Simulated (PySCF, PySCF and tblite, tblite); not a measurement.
# C5H10BClO: a path driven as rotation about a bond, and NMR exchange, part 1 of 2

Aim: the barrier and rate of rotation about a bond in C5H10BClO (`COB[C@@H]1CC[C@H]1Cl`), and what it does to NMR lines.

Computed with tblite 0.8.0 (tight binding) and PySCF 2.14.0 (DFT, with response routines of our own); each step states its level. Atoms count from 0 throughout.

## 1. The molecule as given

18 atoms, charge 0, multiplicity 1; geometry from: force field or distance geometry start.

Bonds of the start (Å): B2–C3 1.62, B2–H11 1.18, C0–H10 1.10, C0–H8 1.12, C0–H9 1.11, C0–O1 1.41, C3–C4 1.54, C3–C6 1.52, C3–H12 1.11, C4–C5 1.53, C4–H13 1.11, C4–H14 1.10, C5–C6 1.53, C5–H15 1.11, C5–H16 1.11, C6–Cl7 1.79, C6–H17 1.12, O1–B2 1.46.

## 2. GFN2-xTB relaxation, start minimum

The job: settings as JSON, then the geometry in Å.

```
{"job": {"xc": "GFN2-xTB", "basis": "xTB", "kind": "relax"}, "charge": 0, "multiplicity": 1}
C      2.979100     0.070800    -0.008400
O      2.207400    -0.177600     1.140900
B      0.894200    -0.672800     0.744000
C     -0.317900     0.373700     0.504300
C     -1.614500    -0.023700     1.229400
C     -2.315300    -0.164400    -0.128700
C     -1.013800     0.213700    -0.843100
Cl    -1.137100     1.763000    -1.721200
H      2.514900     0.870700    -0.631300
H      3.126200    -0.853500    -0.603000
H      3.968300     0.436300     0.301600
H      0.703400    -1.830800     0.585800
H     -0.024000     1.415900     0.745700
H     -2.026700     0.813800     1.821400
H     -1.575300    -0.977700     1.778600
H     -2.621800    -1.210500    -0.321300
H     -3.127000     0.581100    -0.257200
H     -0.628800    -0.621900    -1.476400
```

Command:

```bash
$ OMP_NUM_THREADS=1 python ens_run.py task.json out
```

This one command runs the whole study; its stages follow in the order run.

Standard output:

```text
step      E/eV     max force
  0    -697.59471    2.179
  1    -697.76012    1.171
  2    -697.83471    0.720
  3    -697.86458    0.525
  4    -697.89580    0.287
  5    -697.90649    0.308
  6    -697.92619    0.232
  7    -697.93369    0.203
  8    -697.94183    0.244
  9    -697.94916    0.240
 10    -697.96177    0.269
 11    -697.98234    0.381
 12    -698.01769    0.524
 13    -698.04996    0.544
 14    -698.08106    0.498
 15    -698.12172    0.464
 16    -698.15137    0.542
 17    -698.19157    0.581
 18    -698.22845    0.587
 19    -698.27243    0.573
 20    -698.31925    0.508
 21    -698.34446    0.606
 22    -698.33258    1.139
 23    -698.41457    0.516
 24    -698.43378    0.492
 25    -698.46670    0.400
 26    -698.48927    0.402
 27    -698.52337    0.398
 28    -698.54709    0.338
 29    -698.56681    0.345
 30    -698.58189    0.362
 31    -698.60541    0.365
 32    -698.63245    0.375
 33    -698.65664    0.279
 34    -698.67316    0.249
 35    -698.68423    0.220
 36    -698.69131    0.208
 37    -698.69724    0.180
 38    -698.70246    0.157
 39    -698.70749    0.195
 40    -698.71237    0.181
 41    -698.71750    0.192
 42    -698.72373    0.242
 43    -698.73185    0.277
 44    -698.74109    0.214
 45    -698.74960    0.208
 46    -698.75602    0.192
 47    -698.76108    0.188
 48    -698.76538    0.157
 49    -698.76901    0.105
 50    -698.77136    0.095
 51    -698.77283    0.091
 52    -698.77399    0.083
 53    -698.77497    0.077
 54    -698.77589    0.071
 55    -698.77679    0.067
 56    -698.77770    0.067
 57    -698.77859    0.076
 58    -698.77947    0.087
 59    -698.78039    0.078
 60    -698.78139    0.076
 61    -698.78245    0.090
 62    -698.78344    0.082
 63    -698.78427    0.070
 64    -698.78499    0.068
 65    -698.78571    0.057
 66    -698.78642    0.074
 67    -698.78696    0.056
 68    -698.78726    0.033
 69    -698.78743    0.024
 70    -698.78756    0.024
 71    -698.78767    0.025
 72    -698.78777    0.021
 73    -698.78787    0.026
 74    -698.78802    0.038
 75    -698.78827    0.055
 76    -698.78871    0.071
 77    -698.78946    0.080
 78    -698.79061    0.089
 79    -698.79219    0.103
 80    -698.79425    0.114
 81    -698.79701    0.133
 82    -698.80089    0.162
 83    -698.80557    0.161
 84    -698.80899    0.146
 85    -698.80783    0.247
 86    -698.81350    0.120
 87    -698.81479    0.080
 88    -698.81695    0.086
 89    -698.81858    0.090
 90    -698.82028    0.085
 91    -698.82158    0.075
 92    -698.82252    0.056
 93    -698.82311    0.058
 94    -698.82330    0.078
 95    -698.82386    0.036
 96    -698.82403    0.026
 97    -698.82421    0.020
 98    -698.82428    0.016
 99    -698.82435    0.017
100    -698.82440    0.013
101    -698.82444    0.016
102    -698.82447    0.016
103    -698.82450    0.014
104    -698.82454    0.014
105    -698.82458    0.016
106    -698.82462    0.017
107    -698.82468    0.017
108    -698.82475    0.023
109    -698.82483    0.028
110    -698.82492    0.027
111    -698.82500    0.025
112    -698.82509    0.025
113    -698.82520    0.028
114    -698.82538    0.036
115    -698.82567    0.050
116    -698.82608    0.058
117    -698.82661    0.054
118    -698.82718    0.048
119    -698.82762    0.037
120    -698.82789    0.044
121    -698.82805    0.036
122    -698.82817    0.039
123    -698.82833    0.027
124    -698.82852    0.018
125    -698.82862    0.020
126    -698.82870    0.018
127    -698.82875    0.014
128    -698.82880    0.012
129    -698.82883    0.010
130    -698.82886    0.010
131    -698.82888    0.008
132    -698.82889    0.006
133    -698.82890    0.004
134    -698.82890    0.003
135    -698.82890    0.003
```

Wall time 3.4 s (1 thread of AMD EPYC, shared host).

Relaxing gained 1.234 eV and moved the atoms by 0.58 Å on average (rms).

## 3. Relaxed scan, rotation

The job: settings as JSON, then the geometry in Å.

```
{"job": {"xc": "GFN2-xTB", "basis": "xTB", "coordinate": [["t", [3, 2, 1, 0], 0.5], ["t", [11, 2, 1, 0], 0.5]], "kind": "drive"}, "charge": 0, "multiplicity": 1}
C      2.715797     0.245224    -0.279767
O      2.204508    -0.736990     0.591788
B      0.967899    -0.843991     1.040392
C     -0.240293     0.143612     0.670654
C     -1.660751    -0.164516     1.198614
C     -2.236224     0.106858    -0.199136
C     -0.815986     0.069127    -0.760233
Cl    -0.387123     1.399642    -1.866964
H      1.949921     0.941993    -0.621696
H      3.155001    -0.259419    -1.142774
H      3.501821     0.793560     0.244374
H      0.793273    -1.757753     1.758278
H      0.018825     1.180403     0.900453
H     -2.023174     0.482265     1.993828
H     -1.772024    -1.201903     1.505192
H     -2.925169    -0.632702    -0.602555
H     -2.684895     1.094536    -0.283052
H     -0.570164    -0.853628    -1.286222
```

Standard output:

```text
point  coordinate     E/eV
  0    104.500     -698.79339
  1    118.900     -698.69061
  2    133.500     -698.53061
  3    148.600     -698.34510
  4    164.900     -698.23592
  5    180.100     -698.23034
  6    195.100     -698.22996
  7    211.500     -698.34160
  8    226.600     -698.51492
  9    241.200     -698.66515
 10    255.500     -698.75324
 11    270.000     -698.79053
```

Run time: 10 s. Hardware: 1 thread of AMD EPYC, shared host.

The highest point is number 6, 13.0 kcal/mol above the first.

## 4. Nudged elastic band, leg 1

Changed since step 3:

```diff
@@ -1,2 +1,2 @@
-{"job": {"xc": "GFN2-xTB", "basis": "xTB", "coordinate": [["t", [3, 2, 1, 0], 0.5], ["t", [11, 2, 1, 0], 0.5]], "kind": "drive"}, "charge": 0, "multiplicity": 1}
+{"job": {"xc": "GFN2-xTB", "basis": "xTB", "kind": "neb"}, "charge": 0, "multiplicity": 1}
 C      2.715797     0.245224    -0.279767
```

Standard output:

```text
image   E - E0 / eV
  0       0.0000
  1       0.0838
  2       0.5937
  3       0.1937
  4       0.0656
  5       0.0349
  6       0.0276
```

Wall time 16 s (1 thread of AMD EPYC, shared host); peak memory 0.2 GiB.

The run did not converge, so its numbers are no properties of the molecule.

## 5. Saddle search, leg 1

The job: settings as JSON, then the geometry in Å.

```
{"job": {"xc": "GFN2-xTB", "basis": "xTB", "kind": "saddle"}, "charge": 0, "multiplicity": 1}
C      3.134158     0.034090    -0.533562
O      1.960919    -0.284795     0.111036
B      0.942081    -0.445232     0.891578
C     -0.457613     0.285720     0.561879
C     -1.795476    -0.338075     1.020556
C     -2.408767     0.000525    -0.346526
C     -0.998290     0.248409    -0.879331
Cl    -0.780237     1.711341    -1.863844
H      3.058108     1.022917    -1.004081
H      3.334853    -0.708053    -1.312286
H      3.975228     0.037772     0.171498
H      1.001823    -1.153768     1.847355
H     -0.403067     1.324963     0.897371
H     -2.268272     0.120011     1.885853
H     -1.712006    -1.410276     1.186494
H     -2.981143    -0.781373    -0.842824
H     -3.001204     0.912961    -0.321486
H     -0.601096    -0.577137    -1.469679
```

Standard output:

```text
step      E/eV     max force
  0    -698.22996   0.1035
  1    -698.23359   0.0671
  2    -698.23574   0.0836
  3    -698.23811   0.1091
  4    -698.24007   0.1018
  5    -698.24114   0.1143
  6    -698.24340   0.0468
  7    -698.24457   0.0585
  8    -698.24456   0.1540
  9    -698.24519   0.0453
 10    -698.24548   0.0712
 11    -698.24578   0.0092
 12    -698.24582   0.0122
 13    -698.24583   0.0028
lowest wavenumbers (cm-1): -342.1 30.8 66.6 70.9 103.2 130.7
```

Wall time 12 s (1 thread of AMD EPYC, shared host); peak memory 0.2 GiB.

Point group C1; 1 imaginary mode, 342i cm⁻¹, carried by O1, C0. Steps downhill from it reached both ends.

At the saddle the angle C0–O1–B2 (172°) is nearly straight.

## 6. Shieldings, start: CAM-B3LYP/pcSseg-1

The job: settings as JSON, then the geometry in Å.

```
{"job": {"kind": "nmr", "xc": "CAM-B3LYP", "basis": "pcSseg-1", "pop": false}, "charge": 0, "multiplicity": 1}
C      2.715797     0.245224    -0.279767
O      2.204508    -0.736990     0.591788
B      0.967899    -0.843991     1.040392
C     -0.240293     0.143612     0.670654
C     -1.660751    -0.164516     1.198614
C     -2.236224     0.106858    -0.199136
C     -0.815986     0.069127    -0.760233
Cl    -0.387123     1.399642    -1.866964
H      1.949921     0.941993    -0.621696
H      3.155001    -0.259419    -1.142774
H      3.501821     0.793560     0.244374
H      0.793273    -1.757753     1.758278
H      0.018825     1.180403     0.900453
H     -2.023174     0.482265     1.993828
H     -1.772024    -1.201903     1.505192
H     -2.925169    -0.632702    -0.602555
H     -2.684895     1.094536    -0.283052
H     -0.570164    -0.853628    -1.286222
```

Standard output:

```text
coarse grid: 15432 points
cycle   1  E = -756.4844015290  dE =  1.229e+00  |g| = 6.467e-01  |ddm| = 3.681e+00
cycle   2  E = -756.4521324996  dE =  3.227e-02  |g| = 8.242e-01  |ddm| = 9.962e-01
cycle   3  E = -756.5696778148  dE = -1.175e-01  |g| = 7.778e-02  |ddm| = 5.507e-01
cycle   4  E = -756.5707129478  dE = -1.035e-03  |g| = 3.711e-02  |ddm| = 8.373e-02
cycle   5  E = -756.5710092796  dE = -2.963e-04  |g| = 6.670e-03  |ddm| = 3.318e-02
cycle   6  E = -756.5710200837  dE = -1.080e-05  |g| = 2.089e-03  |ddm| = 8.780e-03
cycle   7  E = -756.5710210936  dE = -1.010e-06  |g| = 5.771e-04  |ddm| = 2.743e-03
final grid: 143928 points
cycle   8  E = -756.6411460413  dE = -4.073e-05  |g| = 5.141e-03  |ddm| = 1.907e-02
cycle   9  E = -756.6411448470  dE =  1.194e-06  |g| = 5.843e-03  |ddm| = 8.660e-03
cycle  10  E = -756.6411523527  dE = -7.506e-06  |g| = 5.582e-04  |ddm| = 4.562e-03
cycle  11  E = -756.6411524031  dE = -5.040e-08  |g| = 2.714e-04  |ddm| = 5.361e-04
cycle  12  E = -756.6411524163  dE = -1.326e-08  |g| = 5.755e-05  |ddm| = 2.178e-04
cycle  13  E = -756.6411524170  dE = -6.903e-10  |g| = 1.929e-05  |ddm| = 6.645e-05
converged SCF energy = -756.6411524170

GIAO shielding tensors (ppm)
atom      isotropic    diamagn.    paramagn.     s11        s22        s33       span
  0 C      124.791     246.172    -121.381     96.532    100.517    177.322     80.790
  1 O      152.091     390.853    -238.762    -45.162    132.401    369.035    414.196
  2 B       50.324     192.248    -141.923     14.021     48.990     87.962     73.941
  3 C      145.439     253.385    -107.946    125.604    133.106    177.605     52.001
  4 C      165.882     249.053     -83.171    157.546    160.536    179.562     22.016
  5 C      148.692     251.090    -102.399    126.024    139.797    180.255     54.231
  6 C      127.205     245.783    -118.579     94.323    129.558    157.733     63.410
  7 Cl     736.052    1148.296    -412.244    567.459    609.190   1031.506    464.047
  8 H       27.149      31.604      -4.454     22.219     27.782     31.447      9.228
  9 H       27.647      28.814      -1.167     24.647     25.819     32.476      7.829
 10 H       27.699      27.871      -0.171     24.114     25.877     33.105      8.991
 11 H       26.806      30.465      -3.659     24.651     26.206     29.560      4.910
 12 H       29.633      33.136      -3.503     27.378     29.859     31.661      4.283
 13 H       29.661      29.827      -0.166     25.785     26.904     36.295     10.511
 14 H       29.825      31.065      -1.240     26.917     27.123     35.436      8.519
 15 H       29.153      29.791      -0.637     25.634     26.716     35.110      9.476
 16 H       29.350      30.774      -1.423     26.089     28.847     33.116      7.027
 17 H       27.823      31.567      -3.743     24.204     27.701     31.565      7.361
```

Wall time 91 s (1 thread of AMD EPYC, shared host); peak memory 0.99 GiB.

Key values: HOMO -9.26 eV, LUMO 0.88 eV; dipole 0.38 D.

(Continued in part 2 of 2.)
